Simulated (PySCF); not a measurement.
# The bond of CSe, level by level

Aim: find the lowest electronic state of CSe, scan its bond at several levels of theory, and get bond length, wavenumber and dissociation energy from each curve.

Method: C 6-31G(d,p), Se 6-31G(d,p), no relativity; program: PySCF 2.14.0.

## (1) The job

The job is set up so:

```
atoms                         : C, Se
charge                        : 0
basis                         : C 6-31G(d,p), Se 6-31G(d,p)
Hamiltonian                   : no relativity
basis functions               : 46
electrons treated             : 40
masses in u                   : 12.0000, 79.9165
levels                        : PBE0, PBE, r²SCAN, BHandHLYP, BP86, r²SCANh, ωB97X, HF, MP2, SCS-MP2, CCSD, CCSD(T)
grid                          : 80 radial by 434 angular points
occupations                   : held fixed by the projection of orbital angular momentum
dissociation limit            : C + Se, each in its ground configuration
starting distance in angstrom : 1.825
values of 2S to try           : 0, 2, 4
```

The runs that follow: PBE0 along the bond; Excited determinants; PBE (GGA); r²SCAN (meta-GGA); BHandHLYP (global hybrid GGA); BP86 (GGA); r²SCANh; ωB97X; RHF; MP2 and coupled cluster.

Before running it: what results should come out? Wanted: for each run, Re; ωe; De; μ.

As calculated:

Lowest PBE0 solution found, without spin–orbit coupling: ¹Σ⁺ (singlet), closed shell. State 2 has its PBE0 minimum 2.76 eV higher. State 3 has its PBE0 minimum 4.75 eV higher. The other levels ran on the lowest alone.

```
      level  Re (Å)  ωe (cm⁻¹)  De (eV)  μ (D)
        RHF   1.656       1161     2.81   1.52
    RHF-MP2   1.685       1063     5.87    n/a
RHF-SCS-MP2   1.685       1066     5.64    n/a
   RHF-CCSD   1.682       1075     5.27    n/a
RHF-CCSD(T)   1.696       1022     5.65    n/a
        PBE   1.702       1007     6.60   1.73
       BP86   1.704       1000     6.56   1.71
     r²SCAN   1.688       1044     6.05   1.76
    r²SCANh   1.681       1065     5.86   1.77
       PBE0   1.678       1075     5.99   1.77
  BHandHLYP   1.666       1113     5.24   1.71
      ωB97X   1.665       1120     5.83   1.86
```

De is counted to C + Se in their ground configurations. A positive dipole means C(−)Se(+).

In words: The methods spread over 0.048 Å in bond length, from RHF to BP86. Of the levels with a De here, RHF gives the least (2.81 eV) and PBE the most (6.60 eV).

Correlated steps freeze 10 core orbitals. T1 is 0.023 near the minimum (highest on the curve 0.047), which may point to more than one leading configuration.
